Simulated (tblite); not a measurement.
# C3H9Al2Cl3Si: the cost of one run

Programs: tblite 0.8.0 and PySCF 2.14.0, with density-fitted response routines of our own. Each step states its level of theory. These are calculated values for one molecule in the gas phase, unless marked as measured. Atoms are numbered from 0 throughout.

### 1 Starting geometry

18 atoms, charge 0, multiplicity 1; geometry from: force field or distance geometry start.

Bonds of the start (Å): C0–C1 1.33, C1–C2 1.50, C2–Si3 1.86, C2–Al4 1.97, Al4–Cl5 2.19, Al4–Cl6 2.23, Cl6–Al7 2.22, Al7–Cl8 2.20, Cl8–Al4 2.21, C0–H9 1.08, C0–H10 1.08, C1–H11 1.06, C2–H12 1.11, Si3–H13 1.46, Si3–H14 1.46, Si3–H15 1.49, Al7–H16 1.60, Al7–H17 1.58.

### 2 Optimising the geometry with GFN2-xTB

The job: settings as JSON, then the geometry in Å.

```
{"job": {"kind": "relax", "xc": "GFN2-xTB", "basis": "xTB"}, "charge": 0, "multiplicity": 1}
C     -2.995900    -0.130600    -0.531200
C     -1.971500     0.524300    -1.059500
C     -0.602200    -0.037300    -0.846300
Si    -0.686000    -1.027900     0.726800
Al     0.829700     1.308900    -0.794400
Cl     0.238900     3.392800    -1.108900
Cl     2.488700     0.746900    -2.171100
Al     3.538400    -0.221000    -0.475900
Cl     2.228400     0.928100     0.871900
H     -2.921900    -1.048500     0.042100
H     -3.987000     0.281300    -0.683300
H     -2.074000     1.429100    -1.609700
H     -0.389000    -0.761600    -1.655500
H     -1.359500    -2.300100     0.460200
H      0.668100    -1.249500     1.216800
H     -1.385800    -0.245100     1.780200
H      3.316000    -1.797300    -0.345100
H      5.055800     0.213800    -0.358200
```

The run is started by

```bash
$ OMP_NUM_THREADS=1 python probes_run.py task.json out
```

This one command runs all jobs of the session in turn.

**Question.** How long does this first job take on 1 thread of Arm Neoverse V1, shared host, and how much memory does it need?

About 4.1 s, with a peak of 0.18 GiB.
